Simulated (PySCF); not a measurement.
# BiTe (Fm-3m) in PySCF: notebook

Runs on BiTe. Level: PBEsol. Tasks: density of states, single point, equation of state.

All numbers are computed with PySCF 2.14.0; they aren't measurements. Logs are shortened: lines on timing, memory, paths and dates and some standing lists are left out, and cuts for length are marked.

## (1) The crystal as given

The structure is cubic, space group Fm-3m (No. 225). Conventional cell: a = 6.470 Å, b = 6.470 Å, c = 6.470 Å, α = 90.00°, β = 90.00°, γ = 90.00°. Bi (site symmetry m-3m) has 6 Te at 3.23 Å as nearest neighbours. Te (site symmetry m-3m) has 6 Bi at 3.23 Å as nearest neighbours.

## (2) Density of states, PBEsol

Input file run.py:

```python
import json
import numpy as np
from pyscf.pbc import gto, scf, dft, df

cell = gto.Cell()
cell.a = '''
  0.0000000000    3.2350000000    3.2350000000
  3.2350000000    0.0000000000    3.2350000000
  3.2350000000    3.2350000000    0.0000000000'''
cell.atom = '''
Bi   0.0000000000    0.0000000000    0.0000000000
Te   3.2350000000    3.2350000000    3.2350000000'''
cell.unit = 'A'
cell.basis = {'Bi': 'DZVP-MOLOPT-SR-GTH-q5', 'Te': 'DZVP-MOLOPT-SR-GTH-q6'}
cell.pseudo = {'Bi': 'GTH-PBE-q5', 'Te': 'GTH-PBE-q6'}
cell.ke_cutoff = 50  # hartree
cell.exp_to_discard = 0.02
cell.precision = 1e-08
cell.space_group_symmetry = True
cell.symmorphic = False
cell.max_memory = 2940  # MB
cell.verbose = 4
cell.build()

res = {}
kpts = cell.make_kpts([8, 8, 8], space_group_symmetry=True, time_reversal_symmetry=True)
cell.space_group_symmetry = False  # the mesh holds the operations; no search on the supercells of the integral code
mf = dft.KRKS(cell, kpts, xc='pbesol')
mf = mf.multigrid_numint()
mf = mf.smearing(sigma=0.00183747, method='fermi')  # hartree
mf.conv_tol = 1e-07
mf.max_cycle = 60

mf.kernel()
res.update(converged=bool(mf.converged), e_tot=mf.e_tot, nelec=cell.nelectron, nao=cell.nao, mesh=list(map(int, cell.mesh)), a=cell.lattice_vectors().tolist(), coords=cell.atom_coords().tolist(),
           mo_energy=[np.real(x).tolist() for x in mf.mo_energy], mo_occ=[np.real(x).tolist() for x in mf.mo_occ])
res.update(e_free=mf.e_free, e_zero=mf.e_zero)
res.update(kpts=kpts.kpts_scaled_ibz.tolist(), weights=kpts.weights_ibz.tolist())
res['parts'] = {k: float(np.real(v)) for k, v in mf.scf_summary.items() if np.isscalar(v)}
json.dump(res, open('results.json', 'w'))
if not mf.converged:
    raise SystemExit('SCF not converged')

print('levels (eV)')
for i, kp in enumerate(res['kpts'][:40]):
    print('k %7.4f %7.4f %7.4f  ' % tuple(kp), ' '.join('%.3f' % (x * 27.211386) for x in res['mo_energy'][i][:11]))

mf = mf.to_khf()  # unfold to the whole mesh
kpts = mf.kpts
# Mulliken populations
dm, s = np.asarray(mf.make_rdm1()), np.asarray(mf.get_ovlp())
sites = cell.aoslice_by_atom()[:, 2:]
tot = np.einsum('kij,kji->i', dm, s).real / len(kpts)
res['mulliken'] = [cell.atom_charge(i) - tot[a0:a1].sum() for i, (a0, a1) in enumerate(sites)]
print('Mulliken charges', np.round(res['mulliken'], 5))

# density of states, Gaussians of 0.15 eV
e = np.asarray(mf.mo_energy).real.reshape(1, -1) * 27.211386
ef = mf.get_fermi()
ef = np.max(ef) * 27.211386
x = np.arange(-15, 10.01, 0.1) + round(ef, 1)
dos = np.exp(-((x[:, None, None] - e) / 0.15) ** 2 / 2).sum(-1).T / (0.15 * np.sqrt(2 * np.pi) * len(kpts)) * 2
res.update(dos_e=x.tolist(), dos=dos.tolist())
for a, b in zip(x[::5], dos.T[::5]):
    print('%8.2f' % a, ' '.join('%9.4f' % y for y in b))

# density on a uniform mesh
grids = dft.gen_grid.UniformGrids(cell)
grids.mesh = [25, 25, 25]
grids.build()
ni = dft.numint.KNumInt()
rho = [ni.get_rho(cell, x, grids, kpts) for x in [dm]]
np.save('rho.npy', np.reshape(rho, (-1, *grids.mesh)))
res['done'] = True
json.dump(res, open('results.json', 'w'))
```

Potentials or basis: DZVP-MOLOPT-SR/GTH-PBE (potentials made for PBE).

Launch:

```sh
OMP_NUM_THREADS=2 python -u run.py > log
```

Log:

```text
pyscf/pbc/gto/cell.py:1403: UserWarning: Electron number 11 and spin 0 are not consistent in cell

  warnings.warn('Electron number %d and spin %d are not consistent '
Discarded 0 diffused primitive functions, 0 contracted functions

PySCF version 2.14.0

[INPUT] verbose = 4
[INPUT] num. atoms = 2
[INPUT] num. electrons = 11
[INPUT] charge = 0
[INPUT] spin (= nelec alpha-beta = 2S) = 0
[INPUT] symmetry False subgroup None
[INPUT] Mole.unit = A
[INPUT] Symbol           X                Y                Z      unit          X                Y                Z       unit  Magmom
[INPUT]  1 Bi     0.000000000000   0.000000000000   0.000000000000 AA    0.000000000000   0.000000000000   0.000000000000 Bohr   0.0
[INPUT]  2 Te     3.235000000000   3.235000000000   3.235000000000 AA    6.113264012968   6.113264012968   6.113264012968 Bohr   0.0

nuclear repulsion = -14.1111425451206
number of shells = 6
number of NR pGTOs = 90
number of NR cGTOs = 26
basis = {'Bi': 'DZVP-MOLOPT-SR-GTH-q5', 'Te': 'DZVP-MOLOPT-SR-GTH-q6'}
ecp = {}
lattice vectors  a1 [0.000000000, 6.113264013, 6.113264013]
                 a2 [6.113264013, 0.000000000, 6.113264013]
                 a3 [6.113264013, 6.113264013, 0.000000000]
dimension = 3
low_dim_ft_type = None
Cell volume = 456.93
exp_to_discard = 0.02
rcut = 29.954154198327636 (nimgs = [5 5 5])
precision = 1e-08
pseudo = {'Bi': 'GTH-PBE-q5', 'Te': 'GTH-PBE-q6'}
ke_cutoff = 50
    = [29 29 29] mesh (24389 PWs)
[Cell] Point group symbol:  m-3m
time reversal: False
k-points in IBZ                         weights
  0:  0.000000,  0.000000,  0.000000    1/512
  1:  0.500000,  0.500000,  0.000000    3/512
  2:  0.500000,  0.500000,  0.500000    4/512
  3:  0.625000,  0.625000,  0.000000    6/512
  4:  0.625000,  0.625000,  0.625000    8/512
  5:  0.750000,  0.375000,  0.375000    12/512
[... 21 lines left out ...]
 27:  0.875000,  0.875000,  0.750000    12/512
 28:  0.875000,  0.875000,  0.875000    8/512

******** <class 'pyscf.pbc.scf.smearing.SmearingKsymAdaptedKRKS'> ********
method = SmearingKsymAdaptedKRKS
initial guess = minao
damping factor = 0
level_shift factor = 0
DIIS = <class 'pyscf.scf.diis.CDIIS'>
diis_start_cycle = 1
diis_space = 8
diis_damp = 0
SCF conv_tol = 1e-07
SCF conv_tol_grad = None
SCF max_cycles = 60
direct_scf = True
direct_scf_tol = 1e-13

******** PBC SCF flags ********
N kpts (BZ) = 512
N kpts (IBZ) = 29
Exchange divergence treatment (exxdiv) = ewald
    madelung (= occupied orbital energy shift) = 0.04687412142257524
    Total energy shift due to Ewald probe charge = -1/2 * Nelec*madelung = -0.257807667824
DF object = <pyscf.pbc.df.fft.FFTDF object>
XC functionals = pbesol
small_rho_cutoff = 0
Uniform grid, mesh = [29 29 29]
Set gradient conv threshold to 0.000316228
nelec by numeric integration = 11.0
init E= -13.593144766335
    sigma = 0.00183747  Optimized mu = 0.243852994804  entropy = 0.213776904719
nelec by numeric integration = 11.00000000000002
    Total E(T) = -13.6744774173703  Free energy = -13.6748702260195  E0 = -13.6746738216949
cycle= 1 E= -13.6744774173703  delta_E= -0.0813  |g|= 0.147  |ddm|= 14.5
    sigma = 0.00183747  Optimized mu = 0.229988553268  entropy = 0.210415722771
nelec by numeric integration = 11.000000000000018
    Total E(T) = -13.6754084436032  Free energy = -13.6757950761813  E0 = -13.6756017598923
cycle= 2 E= -13.6754084436032  delta_E= -0.000931  |g|= 0.0291  |ddm|= 1.26
    sigma = 0.00183747  Optimized mu = 0.23194568274  entropy = 0.213678048729
nelec by numeric integration = 11.000000000000018
    Total E(T) = -13.6754293049442  Free energy = -13.6758219319484  E0 = -13.6756256184463
cycle= 3 E= -13.6754293049442  delta_E= -2.09e-05  |g|= 0.0168  |ddm|= 0.203
    sigma = 0.00183747  Optimized mu = 0.231886314813  entropy = 0.212106097105
nelec by numeric integration = 11.000000000000021
    Total E(T) = -13.6754396591782  Free energy = -13.6758293977684  E0 = -13.6756345284733
cycle= 4 E= -13.6754396591782  delta_E= -1.04e-05  |g|= 4.93e-05  |ddm|= 0.0625
    sigma = 0.00183747  Optimized mu = 0.231880616642  entropy = 0.21211415184
nelec by numeric integration = 11.000000000000025
    Total E(T) = -13.6754396444418  Free energy = -13.6758293978324  E0 = -13.6756345211371
cycle= 5 E= -13.6754396444418  delta_E= 1.47e-08  |g|= 2.95e-06  |ddm|= 0.000379
    sigma = 0.00183747  Optimized mu = 0.231880557486  entropy = 0.21211472526
nelec by numeric integration = 11.00000000000002
    Total E(T) = -13.675439643388  Free energy = -13.6758293978322  E0 = -13.6756345206101
Extra cycle  E= -13.675439643388  delta_E= 1.05e-09  |g|= 4.26e-06  |ddm|= 2.82e-05
converged SCF energy = -13.675439643388
levels (eV)
k  0.0000  0.0000  0.0000   -7.105 -1.675 3.851 3.851 3.851 8.594 8.594 8.594 11.291 11.291 11.291
k  0.5000  0.5000  0.0000   -5.375 -3.532 0.597 2.314 2.314 8.705 10.067 10.067 11.382 15.233 18.240
k  0.5000  0.5000  0.5000   -5.167 -4.835 4.401 4.401 4.753 5.460 5.666 5.666 14.817 16.177 16.496
k  0.6250  0.6250  0.0000   -5.743 -3.350 1.462 2.491 2.491 8.968 9.755 9.755 9.760 14.894 16.861
k  0.6250  0.6250  0.6250   -5.908 -3.943 4.230 4.230 4.521 5.916 6.077 6.077 13.627 14.460 14.460
k  0.7500  0.3750  0.3750   -5.035 -4.274 0.970 2.800 2.850 8.343 8.394 10.649 10.795 14.971 16.584
[... 21 lines left out ...]
k  0.8750  0.8750  0.7500   -6.755 -2.490 3.246 4.277 4.463 6.742 6.856 8.828 11.539 11.857 13.086
k  0.8750  0.8750  0.8750   -6.979 -2.023 3.885 3.885 3.970 7.930 8.016 8.016 11.534 11.664 11.664
Mulliken charges [ 0.0413 -0.0413]
   -8.70    0.0000
   -8.20    0.0000
   -7.70    0.0000
   -7.20    0.0512
   -6.70    0.4442
   -6.20    0.7652
[... 43 lines left out ...]
   15.80    0.5064
   16.30    1.5005
```

Run time: 1.8 min. Hardware: 2 threads of Arm Neoverse V2, shared host; peak memory 2.7 GiB.

What came out:

* Free energy: -372.1383 eV
* Band gap on the k mesh: none (metal or under the smearing width)
* Mulliken charges: Bi +0.04; Te -0.04 e

States per cell in windows of 0.5 eV (zero at the Fermi level; states under -8 eV left out):
| from (eV) | total |
| --- | --- |
| -8.0 | 0.00 |
| -7.5 | 0.00 |
| -7.0 | 0.00 |
| -6.5 | 0.00 |
| -6.0 | 0.08 |
| -5.5 | 0.30 |
| -5.0 | 0.48 |
| -4.5 | 0.73 |
| -4.0 | 0.90 |
| -3.5 | 0.88 |
| -3.0 | 0.90 |
| -2.5 | 0.93 |
| -2.0 | 0.73 |
| -1.5 | 0.08 |
| -1.0 | 0.25 |
| -0.5 | 0.78 |
| 0.0 | 0.61 |
| 0.5 | 0.65 |
| 1.0 | 0.45 |
| 1.5 | 0.70 |
| 2.0 | 0.62 |
| 2.5 | 0.74 |
| 3.0 | 0.79 |
| 3.5 | 0.45 |
| 4.0 | 0.50 |
| 4.5 | 0.39 |
| 5.0 | 0.43 |
| 5.5 | 0.26 |
| 6.0 | 0.35 |
| 6.5 | 0.51 |
| 7.0 | 0.44 |
| 7.5 | 0.42 |

Caveat: Mulliken charges move with the basis; the potentials were made for another functional, which shifts forces and pressure; spin-orbit coupling is left out, which moves the levels of the heavy elements; the basis of atomic orbitals isn't converged, which shifts pressures, moduli and gaps.

## (3) Single point, PBEsol, 31.82 Å³/atom (volume scaled by 0.94)

Changes to run.py since step 2:

```diff
@@ -6,8 +6,8 @@
 cell.a = '''
-  0.0000000000    3.2350000000    3.2350000000
-  3.2350000000    0.0000000000    3.2350000000
-  3.2350000000    3.2350000000    0.0000000000'''
+  0.0000000000    3.1689610617    3.1689610617
+  3.1689610617    0.0000000000    3.1689610617
+  3.1689610617    3.1689610617    0.0000000000'''
 cell.atom = '''
 Bi   0.0000000000    0.0000000000    0.0000000000
-Te   3.2350000000    3.2350000000    3.2350000000'''
+Te   3.1689610617    3.1689610617    3.1689610617'''
 cell.unit = 'A'
@@ -55,20 +55,2 @@
 print('Mulliken charges', np.round(res['mulliken'], 5))
-
-# density of states, Gaussians of 0.15 eV
-e = np.asarray(mf.mo_energy).real.reshape(1, -1) * 27.211386
-ef = mf.get_fermi()
-ef = np.max(ef) * 27.211386
-x = np.arange(-15, 10.01, 0.1) + round(ef, 1)
-dos = np.exp(-((x[:, None, None] - e) / 0.15) ** 2 / 2).sum(-1).T / (0.15 * np.sqrt(2 * np.pi) * len(kpts)) * 2
-res.update(dos_e=x.tolist(), dos=dos.tolist())
-for a, b in zip(x[::5], dos.T[::5]):
-    print('%8.2f' % a, ' '.join('%9.4f' % y for y in b))
-
-# density on a uniform mesh
-grids = dft.gen_grid.UniformGrids(cell)
-grids.mesh = [25, 25, 25]
-grids.build()
-ni = dft.numint.KNumInt()
-rho = [ni.get_rho(cell, x, grids, kpts) for x in [dm]]
-np.save('rho.npy', np.reshape(rho, (-1, *grids.mesh)))
 res['done'] = True
```

Potentials or basis: DZVP-MOLOPT-SR/GTH-PBE (potentials made for PBE).

Launch:

```sh
OMP_NUM_THREADS=2 python -u run.py > log
```

Run time: 1.9 min. Hardware: 2 threads of Arm Neoverse V2, shared host; peak memory 2.7 GiB.

It converged, with:

```
Free energy            : -372.0918 eV
Band gap on the k mesh : none (metal or under the smearing width)
Mulliken charges       : Bi +0.01; Te -0.01 e
```

Caveat: Mulliken charges move with the basis; the potentials were made for another functional, which shifts forces and pressure; spin-orbit coupling is left out, which moves the levels of the heavy elements; the basis of atomic orbitals isn't converged, which shifts pressures, moduli and gaps.

## (4) Single point, PBEsol, 32.50 Å³/atom (volume scaled by 0.96)

Changes to run.py since step 3:

```diff
@@ -6,8 +6,8 @@
 cell.a = '''
-  0.0000000000    3.1689610617    3.1689610617
-  3.1689610617    0.0000000000    3.1689610617
-  3.1689610617    3.1689610617    0.0000000000'''
+  0.0000000000    3.1912784242    3.1912784242
+  3.1912784242    0.0000000000    3.1912784242
+  3.1912784242    3.1912784242    0.0000000000'''
 cell.atom = '''
 Bi   0.0000000000    0.0000000000    0.0000000000
-Te   3.1689610617    3.1689610617    3.1689610617'''
+Te   3.1912784242    3.1912784242    3.1912784242'''
 cell.unit = 'A'
```

Launch:

```sh
OMP_NUM_THREADS=2 python -u run.py > log
```

Wall time 2.1 min (2 threads of Arm Neoverse V2, shared host); peak memory 2.7 GiB.

The run converged. Its results:

* Free energy: -372.1180 eV
* Band gap on the k mesh: none (metal or under the smearing width)
* Mulliken charges: Bi +0.02; Te -0.02 e

Caveat: Mulliken charges move with the basis; the potentials were made for another functional, which shifts forces and pressure; spin-orbit coupling is left out, which moves the levels of the heavy elements; the basis of atomic orbitals isn't converged, which shifts pressures, moduli and gaps.

## (5) Single point, PBEsol, 33.18 Å³/atom (volume scaled by 0.98)

Changes to run.py since step 4:

```diff
@@ -6,8 +6,8 @@
 cell.a = '''
-  0.0000000000    3.1912784242    3.1912784242
-  3.1912784242    0.0000000000    3.1912784242
-  3.1912784242    3.1912784242    0.0000000000'''
+  0.0000000000    3.2132879364    3.2132879364
+  3.2132879364    0.0000000000    3.2132879364
+  3.2132879364    3.2132879364    0.0000000000'''
 cell.atom = '''
 Bi   0.0000000000    0.0000000000    0.0000000000
-Te   3.1912784242    3.1912784242    3.1912784242'''
+Te   3.2132879364    3.2132879364    3.2132879364'''
 cell.unit = 'A'
```

Launch:

```sh
OMP_NUM_THREADS=2 python -u run.py > log
```

Run time: 2 min. Hardware: 2 threads of Arm Neoverse V2, shared host; peak memory 2.7 GiB.

It converged, with:

```
Free energy            : -372.1331 eV
Band gap on the k mesh : none (metal or under the smearing width)
Mulliken charges       : Bi +0.03; Te -0.03 e
```

Caveat: Mulliken charges move with the basis; the potentials were made for another functional, which shifts forces and pressure; spin-orbit coupling is left out, which moves the levels of the heavy elements; the basis of atomic orbitals isn't converged, which shifts pressures, moduli and gaps.

## (6) Single point, PBEsol, 33.86 Å³/atom

Changes to run.py since step 5:

```diff
@@ -6,8 +6,8 @@
 cell.a = '''
-  0.0000000000    3.2132879364    3.2132879364
-  3.2132879364    0.0000000000    3.2132879364
-  3.2132879364    3.2132879364    0.0000000000'''
+  0.0000000000    3.2350000000    3.2350000000
+  3.2350000000    0.0000000000    3.2350000000
+  3.2350000000    3.2350000000    0.0000000000'''
 cell.atom = '''
 Bi   0.0000000000    0.0000000000    0.0000000000
-Te   3.2132879364    3.2132879364    3.2132879364'''
+Te   3.2350000000    3.2350000000    3.2350000000'''
 cell.unit = 'A'
```

Potentials or basis: DZVP-MOLOPT-SR/GTH-PBE (potentials made for PBE).

Launch:

```sh
OMP_NUM_THREADS=2 python -u run.py > log
```

Run time: 2 min. Hardware: 2 threads of Arm Neoverse V2, shared host; peak memory 2.7 GiB.

The run converged. Its results:

| Property | Result |
| --- | --- |
| Free energy | -372.1383 eV |
| Band gap on the k mesh | none (metal or under the smearing width) |
| Mulliken charges | Bi +0.04; Te -0.04 e |

Caveat: Mulliken charges move with the basis; the potentials were made for another functional, which shifts forces and pressure; spin-orbit coupling is left out, which moves the levels of the heavy elements; the basis of atomic orbitals isn't converged, which shifts pressures, moduli and gaps.

## (7) Single point, PBEsol, 34.53 Å³/atom (volume scaled by 1.02)

Changes to run.py since step 6:

```diff
@@ -6,8 +6,8 @@
 cell.a = '''
-  0.0000000000    3.2350000000    3.2350000000
-  3.2350000000    0.0000000000    3.2350000000
-  3.2350000000    3.2350000000    0.0000000000'''
+  0.0000000000    3.2564244654    3.2564244654
+  3.2564244654    0.0000000000    3.2564244654
+  3.2564244654    3.2564244654    0.0000000000'''
 cell.atom = '''
 Bi   0.0000000000    0.0000000000    0.0000000000
-Te   3.2350000000    3.2350000000    3.2350000000'''
+Te   3.2564244654    3.2564244654    3.2564244654'''
 cell.unit = 'A'
```

Launch:

```sh
OMP_NUM_THREADS=2 python -u run.py > log
```

Run time: 2.1 min. Hardware: 2 threads of Arm Neoverse V2, shared host; peak memory 2.7 GiB.

The run converged. Its results:

```
Free energy            : -372.1347 eV
Band gap on the k mesh : none (metal or under the smearing width)
Mulliken charges       : Bi +0.05; Te -0.05 e
```

Caveat: Mulliken charges move with the basis; the potentials were made for another functional, which shifts forces and pressure; spin-orbit coupling is left out, which moves the levels of the heavy elements; the basis of atomic orbitals isn't converged, which shifts pressures, moduli and gaps.

## (8) Single point, PBEsol, 35.21 Å³/atom (volume scaled by 1.04)

Changes to run.py since step 7:

```diff
@@ -6,8 +6,8 @@
 cell.a = '''
-  0.0000000000    3.2564244654    3.2564244654
-  3.2564244654    0.0000000000    3.2564244654
-  3.2564244654    3.2564244654    0.0000000000'''
+  0.0000000000    3.2775706714    3.2775706714
+  3.2775706714    0.0000000000    3.2775706714
+  3.2775706714    3.2775706714    0.0000000000'''
 cell.atom = '''
 Bi   0.0000000000    0.0000000000    0.0000000000
-Te   3.2564244654    3.2564244654    3.2564244654'''
+Te   3.2775706714    3.2775706714    3.2775706714'''
 cell.unit = 'A'
```

Launch:

```sh
OMP_NUM_THREADS=2 python -u run.py > log
```

Wall time 2.1 min (2 threads of Arm Neoverse V2, shared host); peak memory 2.7 GiB.

The run converged. Its results:

- Free energy: -372.1232 eV
- Band gap on the k mesh: none (metal or under the smearing width)
- Mulliken charges: Bi +0.06; Te -0.06 e

Caveat: Mulliken charges move with the basis; the potentials were made for another functional, which shifts forces and pressure; spin-orbit coupling is left out, which moves the levels of the heavy elements; the basis of atomic orbitals isn't converged, which shifts pressures, moduli and gaps.

## (9) Single point, PBEsol, 35.89 Å³/atom (volume scaled by 1.06)

Changes to run.py since step 8:

```diff
@@ -6,8 +6,8 @@
 cell.a = '''
-  0.0000000000    3.2775706714    3.2775706714
-  3.2775706714    0.0000000000    3.2775706714
-  3.2775706714    3.2775706714    0.0000000000'''
+  0.0000000000    3.2984474805    3.2984474805
+  3.2984474805    0.0000000000    3.2984474805
+  3.2984474805    3.2984474805    0.0000000000'''
 cell.atom = '''
 Bi   0.0000000000    0.0000000000    0.0000000000
-Te   3.2775706714    3.2775706714    3.2775706714'''
+Te   3.2984474805    3.2984474805    3.2984474805'''
 cell.unit = 'A'
```

Potentials or basis: DZVP-MOLOPT-SR/GTH-PBE (potentials made for PBE).

Launch:

```sh
OMP_NUM_THREADS=2 python -u run.py > log
```

Wall time 2.5 min (2 threads of Arm Neoverse V2, shared host); peak memory 2.7 GiB.

Results (log left out):

| Item | Value |
| --- | --- |
| Free energy | -372.1047 eV |
| Band gap on the k mesh | none (metal or under the smearing width) |
| Mulliken charges | Bi +0.07; Te -0.07 e |

Caveat: Mulliken charges move with the basis; the potentials were made for another functional, which shifts forces and pressure; spin-orbit coupling is left out, which moves the levels of the heavy elements; the basis of atomic orbitals isn't converged, which shifts pressures, moduli and gaps.

## (10) Equation of state, PBEsol

No new run: the results of the series are fitted here.

Results (log left out):

```yaml
Equilibrium_volume: 33.90 Å³/atom
Bulk_modulus: 52 GPa
Pressure_derivative_of_the_bulk_modulus: 4.7
```

Energy against volume, from the lowest point:
```csv
volume (Å³/atom),energy (meV/atom)
31.824,23.23
32.501,10.15
33.178,2.61
33.855,0.00
34.532,1.80
35.209,7.53
35.886,16.76
```

Caveat: the potentials were made for another functional, which shifts forces and pressure; spin-orbit coupling is left out, which moves the levels of the heavy elements; the basis of atomic orbitals isn't converged, which shifts pressures, moduli and gaps.
